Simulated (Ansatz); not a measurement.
# AlFH₂OS: one species, many methods

The task here is to estimate one member of a computed series from the others.

Computed with Ansatz 0.2.0, Gaussian basis. Level: functionals in def2-TZVPP, the program's frozen cores in correlated methods.

Levels to be run: LDA (SPW92), PBE-D4, revPBE-D4, BLYP-D4, r2SCAN-D4, B97M-V, PBE0-D4, B3LYP-D4, r2SCANh-D4, r2SCAN0-D4, HSE06-D4, BHLYP-D4, CAM-B3LYP-D4, LC-ωPBE, ωB97X-V, ωB97M-V, B2PLYP, PBE-QIDH; CCSD(T)/def2-SVP; CCSD(T)/def2-TZVPP; MP2/def2-QZVPP; extrapolation to the limit; RPA on PBE.

## The geometry

An earlier PBE0-D4 in a triple-zeta def2 set relaxation fixed the geometry.

SMILES `[OH][Al]([F])[SH]`, 6 atoms, charge 0, spin multiplicity 1.

Atoms are counted from 1 here; the program's logs count them from 0.

Bond lengths: O1–Al2 1.679 Å, O1–H5 0.955 Å, Al2–F3 1.641 Å, Al2–S4 2.167 Å, S4–H6 1.345 Å. Angles: Al2–O1–H5 125.1°, O1–Al2–F3 118.1°, O1–Al2–S4 123.1°, F3–Al2–S4 118.8°, Al2–S4–H6 92.0°.

Geometry (Å):

```xyz
6
AlFH2OS
O     1.3996   -0.4563   -1.0289
Al    0.2386   -0.2608    0.1681
F     0.4213   -1.1010    1.5657
S    -1.4786    1.0431   -0.0503
H     1.3922   -0.0193   -1.8779
H    -1.9310    0.7304    1.1771
```

Set-up of the first run:

The input, in.yaml:

```yaml
crystal:
  periodic: [false, false, false]
  atoms:
    - {symbol: O, position_ang: [1.399563, -0.456348, -1.028912]}
    - {symbol: Al, position_ang: [0.238559, -0.260759, 0.168068]}
    - {symbol: F, position_ang: [0.421348, -1.100986, 1.565665]}
    - {symbol: S, position_ang: [-1.478595, 1.043103, -0.050262]}
    - {symbol: H, position_ang: [1.392230, -0.019295, -1.877868]}
    - {symbol: H, position_ang: [-1.931004, 0.730385, 1.177109]}
basis:
  gaussian: {orbitals: def2-TZVPP}
hamiltonian: {xc: lda}
output: {orbitals: {seedname: orbitals}}
```

Among the steps run: LDA; PBE-D4 (GGA); revPBE-D4 (GGA); BLYP-D4 (GGA); r2SCAN-D4 (meta-GGA); B97M-V (meta-GGA); PBE0-D4 (hybrid); B3LYP-D4 (hybrid); r2SCANh-D4 (hybrid); r2SCAN0-D4 (hybrid); HSE06-D4 (hybrid); BHLYP-D4 (hybrid); CAM-B3LYP-D4 (range-separated); LC-ωPBE-D4 (range-separated; the results give it without D4); ωB97X-V (range-separated); ωB97M-V (range-separated); B2PLYP (double hybrid); PBE-QIDH (double hybrid).

One of the session's tables, all rows but one given; the rest of the session is left out.

It belongs to the step «Frontier levels by functional». 

| functional | HOMO (eV) | gap (eV) |
| --- | --- | --- |
| LDA (SPW92) | ? | ? |
| PBE-D4 | -6.79 | 5.18 |
| revPBE-D4 | -6.73 | 5.26 |
| BLYP-D4 | -6.60 | 5.02 |
| r2SCAN-D4 | -7.09 | 5.97 |
| B97M-V | -7.13 | 5.74 |
| PBE0-D4 | -8.05 | 7.28 |
| B3LYP-D4 | -7.77 | 6.69 |
| r2SCANh-D4 | -7.55 | 6.69 |
| r2SCAN0-D4 | -8.24 | 7.77 |
| HSE06-D4 | -7.64 | 6.51 |
| BHLYP-D4 | -9.13 | 9.08 |
| CAM-B3LYP-D4 | -9.36 | 9.45 |
| LC-ωPBE | -10.80 | 12.20 |
| ωB97X-V | -10.41 | 11.60 |
| ωB97M-V | -10.23 | 11.08 |

Q: Estimate the row for LDA (SPW92) from the others.

**Answer.** HOMO (eV): -6.93; gap (eV): 5.06. In the column «HOMO (eV)» it lies between r2SCAN-D4 (-7.09) and PBE-D4 (-6.79).
